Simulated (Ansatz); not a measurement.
# ZrCo2P17: the cost of one run

Program: Ansatz 0.2.0. Level of theory: DFT PBE, scalar-relativistic, plane waves, PAW. These are calculated values, not measurements.

## (1) Starting point

The cell holds 20 atoms (Co2P17Zr): a = 6.232 Å, b = 6.585 Å, c = 6.512 Å, α = 91.32°, β = 92.46°, γ = 90.74°.

It is the last frame of an earlier stage of the same melt, run at 590 K.

The coordinates stand in the first input below.

## (2) Stage at 300 K

One k point, a Fermi-Dirac width of 0.050 eV and a fixed cell.

The input, input.yaml:

```yaml
crystal:
  lattice:
    - [6.23029, -0.042062, -0.137218]
    - [-0.042062, 6.584558, -0.075819]
    - [-0.137218, -0.075819, 6.509923]
  atoms:
    - { symbol: P, position: [0.1530076537, 0.8745017357, 0.0276027284] }
    - { symbol: P, position: [0.4748452035, 0.0445120864, 0.0809256257] }
    - { symbol: P, position: [0.5722982382, 0.6144373703, 0.7426925495] }
    - { symbol: P, position: [0.1913864284, 0.8479965899, 0.5799907985] }
    - { symbol: P, position: [0.695152849, 0.8818969272, 0.5171335217] }
    - { symbol: P, position: [0.840138557, 0.1503079107, 0.2737464011] }
    - { symbol: P, position: [0.6396880175, 0.3650742237, 0.4625126199] }
    - { symbol: P, position: [0.4094168074, 0.8148995848, 0.3182251607] }
    - { symbol: P, position: [0.7294495815, 0.8423850749, 0.0334956826] }
    - { symbol: P, position: [0.5972931557, 0.2676901407, 0.8632479611] }
    - { symbol: P, position: [0.1822578046, 0.3305321408, 0.2416221594] }
    - { symbol: P, position: [0.5005277366, 0.5222530258, 0.2059191512] }
    - { symbol: P, position: [0.4505753377, 0.1095257487, 0.5887538336] }
    - { symbol: P, position: [0.8872449993, 0.0377502816, 0.7965680942] }
    - { symbol: P, position: [0.0044459534, 0.4881631425, 0.6327670102] }
    - { symbol: P, position: [0.958455996, 0.6918490304, 0.3889224235] }
    - { symbol: P, position: [0.1897181067, 0.2957481503, 0.8826525191] }
    - { symbol: Co, position: [0.261239916, 0.6346702054, 0.8142881116] }
    - { symbol: Co, position: [0.1109929164, 0.190814578, 0.5175830378] }
    - { symbol: Zr, position: [0.8827372553, 0.5011369622, 0.0242447959] }
  symmetry: { detect: false }
basis:
  ecutwfc: 420
  xc_grid: 1
kpoints:
  mp_grid: { grid: [1, 1, 1], shift: [0.25, 0.25, 0.25] }
hamiltonian:
  xc: pbe
scf:
  occupations: { method: fermi_dirac, width: 0.05 }
  lower_state_search: "off"
  convergence: { dr2_threshold: 1.0e-05 }
output:
  forces: true
  stress: true
md:
  timestep: 3.0
  n_steps: 250
  ensemble: nvt_langevin
  friction: 0.03
  temperature: 300.0
  initial_velocities: maxwell_boltzmann
  seed: 55333
```

The run is started by

```sh
$ ansatz run input.yaml --threads 2 --pin off --max-ram 5120MiB --backend cpu --events-out ev --progress --plain --runs-dir out
```

Q: Estimate wall time and peak memory on 2 threads of Intel Xeon Platinum 8259CL at 2.50GHz (Skylake/Cascade Lake), shared host.

About 4.6 min, with a peak of 0.55 GiB.
